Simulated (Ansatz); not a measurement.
Task: a ranking of structure types by relaxed energy of Sn on several prototypes, with Ansatz 0.2.0 through its Python package. Give the script and its output. Level of theory (first run): r2SCAN, PAW, cutoff 550 eV, 16×16×16 k-points, cold smearing of 0.05 eV.

Script `prototypes_sn.py`:
```python
"""Relaxed energies of Sn in several structure types."""

import ansatz as az
import numpy as np
import spglib


def bcc(a_site, a):
    return (
        az.Lattice.bcc(a)
        .space_group(229)
        .atom(a_site, (0, 0, 0))
        .primitive()
    )


def sc(first, a):
    return (
        az.Lattice.cubic(a)
        .space_group(221)
        .atom(first, (0, 0, 0))
    )


def hcp(first, a):
    return (
        az.Lattice.from_parameters(a, a, 1.633 * a, alpha=90, beta=90, gamma=120)
        .space_group(194)
        .atom(first, (1 / 3, 2 / 3, 0.25))
    )


def diamond(first, a):
    return (
        az.Lattice.fcc(a)
        .space_group(227, origin_choice=1)
        .atom(first, (0, 0, 0))
        .primitive()
    )


def run_phase(name, crystal, relax=True):
    calc = (
        crystal.calculation()
        .functional("r2scan")
        .scf(tolerance=1e-09)
        .basis(550)
        .kpoints(spacing=0.15)
        .occupations("cold", width=0.05)
        .stress()
        .band_table()
    )
    if relax:
        calc = calc.relax(force_tolerance=0.01, max_steps=40, cell=True)
    return calc.run()

def bulk_modulus(name, outcome, step=0.01):
    # B = -V dP/dV from the pressures of two uniformly scaled cells, atoms held at their fractions
    pressure = []
    for factor in (1 - step, 1.0, 1 + step):
        cell = az.Crystal(lattice=az.Lattice.of(outcome.lattice.cell_ang * factor ** (1 / 3)))
        for site in outcome.report["lattice"]["sites"]:
            cell = cell.atom(site["symbol"], site["position_frac"])
        pressure.append(np.trace(run_phase(name, cell, relax=False).report["stress_gpa"]) / 3)
    slope, bend = (pressure[0] - pressure[2]) / (2 * step), abs(pressure[0] + pressure[2] - 2 * pressure[1])
    # a jump of mesh or basis between the cells shows as a kink: no modulus then
    return float(slope) if bend < 12 * step**2 * abs(slope) + 0.15 and abs(pressure[1]) < 1.5 else float("nan")

def relaxed_twice(name, crystal):
    # the second pass draws mesh and plane waves anew for the relaxed cell
    first = run_phase(name, crystal)
    again = az.Crystal(lattice=az.Lattice.of(first.lattice.cell_ang))
    for site in first.report["lattice"]["sites"]:
        again = again.atom(site["symbol"], site["position_frac"])
    return run_phase(name, again)


def volume_per_atom(outcome):
    return abs(np.linalg.det(outcome.lattice.cell_ang)) / len(outcome.lattice.sites)


def space_group(outcome):
    sites = outcome.report["lattice"]["sites"]
    kinds = sorted({site["symbol"] for site in sites})
    cell = (outcome.lattice.cell_ang, [site["position_frac"] for site in sites], [kinds.index(site["symbol"]) for site in sites])
    return spglib.get_spacegroup(cell, symprec=0.01)


def pressure_gpa(outcome):
    return float(np.trace(outcome.report["stress_gpa"]) / 3)


def main() -> None:
    # a is a first guess in angstrom
    phases = {}
    phases["bcc"] = bcc("Sn", 3.73)
    phases["sc"] = sc("Sn", 3.06)
    phases["hcp"] = hcp("Sn", 3.33)
    phases["diamond"] = diamond("Sn", 6.47)

    done = {}
    for name, crystal in phases.items():
        done[name] = relaxed_twice(name, crystal)
        print(f"{name}: {done[name].report['energy_sigma0_ev']:.4f} eV, {len(done[name].lattice.sites)} atoms")

    energy = {name: o.report["energy_sigma0_ev"] / len(o.lattice.sites) for name, o in done.items()}
    lowest = min(energy.values())
    rows = [(name, len(o.lattice.sites), 1000 * (energy[name] - lowest), volume_per_atom(o), space_group(o), pressure_gpa(o), bulk_modulus(name, o)) for name, o in done.items()]
    rows.sort(key=lambda row: row[2])
    print("     phase       atoms  dE (meV/atom)  V (A^3/atom)  space group     P (GPa)     B (GPa)")
    for row in rows:
        print(f"{str(row[0]):>10}  {row[1]:10d}  {row[2]:13.1f}  {row[3]:12.3f}  {str(row[4]):>11}  {row[5]:10.2f}  {row[6]:10.0f}")


if __name__ == "__main__":
    main()
```

```console
$ python prototypes_sn.py
DeckWarning: relax.cell: scf.convergence.dr2_threshold = 1e-9 eV is looser than the 1e-10 eV advised for a relaxation that steers and ends on the stress (1e-10 eV for each atom of the cell: 1). What an SCF threshold leaves in a stress goes as its square root, and in the free energy as the threshold itself, and one [...]
bcc: -6038.3886 eV, 1 atoms
sc: -6038.5007 eV, 1 atoms
DeckWarning: relax.cell: scf.convergence.dr2_threshold = 1e-9 eV is looser than the 2e-10 eV advised for a relaxation that steers and ends on the stress (1e-10 eV for each atom of the cell: 2). What an SCF threshold leaves in a stress goes as its square root, and in the free energy as the threshold itself, and one [...]
hcp: -12076.8090 eV, 2 atoms
diamond: -12077.2804 eV, 2 atoms
DeckWarning: output.stress: scf.convergence.dr2_threshold = 1e-9 eV is looser than the 1e-10 eV advised for a printed stress (1e-10 eV for each atom of the cell: 1). What an SCF threshold leaves in a stress goes as its square root, and in the free energy as the threshold itself, and one threshold admits the most on a [...]
DeckWarning: output.stress: scf.convergence.dr2_threshold = 1e-9 eV is looser than the 2e-10 eV advised for a printed stress (1e-10 eV for each atom of the cell: 2). What an SCF threshold leaves in a stress goes as its square root, and in the free energy as the threshold itself, and one threshold admits the most on a [...]
     phase       atoms  dE (meV/atom)  V (A^3/atom)  space group     P (GPa)     B (GPa)
   diamond           2            0.0        35.389  Fd-3m (227)       -0.00          43
        sc           1          139.5        28.498  Pm-3m (221)       -0.00          52
       hcp           2          235.7        27.054  P6_3/mmc (194)       -0.00          53
       bcc           1          251.6        27.112  Im-3m (229)       -0.01          49
```
(Warnings from the package without file and line, shortened.)

By space group at the end of each run: Fd-3m (+0 meV an atom, 35.4 Å³), Pm-3m (+140 meV an atom, 28.5 Å³), P6_3/mmc (+236 meV an atom, 27.1 Å³) and Im-3m (+252 meV an atom, 27.1 Å³).

Total energies depend on the potentials; only differences at equal settings carry meaning. Pressure is positive in compression. The cells are built on prototypes, so most aren't the phase found in nature. Rows bear the name of their start, and a relaxation keeps or raises the symmetry. Differences under 10 to 15 meV an atom lie within the error of mesh and functional. Hardware and time: 7.5 min on 1 thread of Arm Neoverse V2, on a shared host, peak memory 0.76 GiB.
